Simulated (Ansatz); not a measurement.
# C8H6F2: the cost of one run

Method: the levels named in each step, in Ansatz 0.2.0.

**1. The structure to begin with**

Bond lengths (14 of 15 bonds, heavy atoms first): C1–C2 1.194 Å, F3–C4 1.345 Å, C4–C5 1.383 Å, C5–C6 1.384 Å, C6–C7 1.384 Å, C7–C8 1.384 Å, C4–C9 1.389 Å, C8–C9 1.383 Å, C9–F10 1.344 Å, C1–H11 1.050 Å, C2–H12 1.050 Å, C5–H13 1.078 Å, C6–H14 1.078 Å, C7–H15 1.079 Å. Angles (14 of 20 angles, heavy atoms first): F3–C4–C5 119.5°, F3–C4–C9 120.2°, C5–C4–C9 120.3°, C4–C5–C6 119.4°, C5–C6–C7 120.3°, C6–C7–C8 120.3°, C7–C8–C9 119.4°, C4–C9–C8 120.2°, C4–C9–F10 120.3°, C8–C9–F10 119.6°, C1–C2–H12 179.4°, C2–C1–H11 179.5°, C4–C5–H13 119.0°, C6–C5–H13 121.5°.

Coordinates:

```xyz
16

C    -1.7129    0.9009   -2.0206
C    -0.9823    0.2070   -2.6607
F    -1.2797    0.8029    1.5751
C    -0.1912    0.4346    0.8768
C     0.6583    1.4051    0.3789
C     1.7717    1.0252   -0.3494
C     2.0340   -0.3149   -0.5763
C     1.1874   -1.2876   -0.0740
C     0.0735   -0.9099    0.6529
F    -0.7506   -1.8526    1.1407
H    -2.3550    1.5054   -1.4505
H    -0.3462   -0.4023   -3.2317
H     0.4337    2.4433    0.5650
H     2.4339    1.7809   -0.7410
H     2.9026   -0.6076   -1.1453
H     1.3742   -2.3374   -0.2353
```

**2. A rough first relaxation, PBE-D4/def2-SVP**

input.yaml reads:

```yaml
crystal:
  periodic: [false, false, false]
  atoms:
    - { symbol: C, position_ang: [-1.71286, 0.90088, -2.02056] }
    - { symbol: C, position_ang: [-0.98227, 0.20696, -2.66071] }
    - { symbol: F, position_ang: [-1.27966, 0.80289, 1.57514] }
    - { symbol: C, position_ang: [-0.19121, 0.43465, 0.87682] }
    - { symbol: C, position_ang: [0.65835, 1.40514, 0.37886] }
    - { symbol: C, position_ang: [1.77168, 1.0252, -0.3494] }
    - { symbol: C, position_ang: [2.03401, -0.31486, -0.57633] }
    - { symbol: C, position_ang: [1.18736, -1.28764, -0.074] }
    - { symbol: C, position_ang: [0.07347, -0.9099, 0.6529] }
    - { symbol: F, position_ang: [-0.75059, -1.85257, 1.14075] }
    - { symbol: H, position_ang: [-2.35502, 1.50541, -1.45049] }
    - { symbol: H, position_ang: [-0.34622, -0.40227, -3.23169] }
    - { symbol: H, position_ang: [0.43371, 2.44328, 0.56503] }
    - { symbol: H, position_ang: [2.43387, 1.78088, -0.74103] }
    - { symbol: H, position_ang: [2.90264, -0.60759, -1.14527] }
    - { symbol: H, position_ang: [1.37424, -2.3374, -0.23526] }
basis:
  gaussian: { orbitals: def2-SVP }
hamiltonian:
  xc: pbe
  dispersion: d4
relax:
  f_tol: 0.03
  max_steps: 200
```

Launch:

```console
ansatz run input.yaml --threads 4 --pin off --max-ram 10240MiB --backend cpu --events-out ev --progress --plain --runs-dir out
```

What time and memory should one allow on 4 threads of Intel Xeon at 2.50GHz (Skylake/Cascade Lake), shared host?

About 4.3 min, with a peak of 0.27 GiB.
